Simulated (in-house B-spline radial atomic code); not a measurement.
# Hf⁵⁺: ionisation energy by several methods

The task here is to estimate one member of a computed series from the others.

The numbers are computed with in-house B-spline radial atomic code version 1 (scalar-relativistic (X2C), several functionals, spin-polarised; spherical all-electron atom at the radial basis limit), except any that are marked as measured or tabulated.

**Starting point**

| Quantity | Value |
| --- | --- |
| element | hafnium (Z = 72) |
| charge | +5 |
| electrons | 67 |
| configuration | [Xe] 4f13 |
| nucleus | Fermi, rms radius 5.347 fm |

The outer shells:

[Xe] 4f13
```
[Xe] core
4f [↑↓][↑↓][↑↓][↑↓][↑↓][↑↓][↑ ]
```

Where spins are not typed, each open shell is filled with up spins first.

Set-up of the first run:

Input settings:

```ini
Z = 72
electrons = 67.0
configuration = [Xe] 4f13
hamiltonian = x2c
method = pbe,pbe
spin_polarised = True
nucleus = fermi
rms_radius = 5.347
mass_number = 180
atomic_mass = 179.946559537
speed_of_light = 137.035999084
```

Among the steps run: PBE, a GGA; BLYP, a GGA; revTPSS, a meta-GGA; AM05, a GGA; PBEsol, a GGA; LDA (PW92).

One of the session's tables, all rows but one given; the rest of the session is left out.

| method | ΔSCF (eV) |
| --- | --- |
| LDA (PW92) | 102.40 |
| PBE | 101.99 |
| BLYP | 101.85 |
| AM05 | ? |
| PBEsol | 102.07 |
| revTPSS | 102.25 |

Q: Estimate the row for AM05 from the others.

As computed: ΔSCF (eV): 102.12. In the column «ΔSCF (eV)» it lies between PBEsol (102.07) and revTPSS (102.25).

To keep in mind: Meta-GGA runs start from a PBE run whose iterations are not counted. Mean absolute error by rung (exchange-only levels left out): LDA 4.40 eV, GGA 4.01 eV, meta-GGA 4.25 eV. The table's own uncertainty is as large as these misses, so the order means little. Relativistic terms that these runs lack can be as large as the gaps between close methods, so the nearest may be so by luck. Spin-orbit coupling is left out.
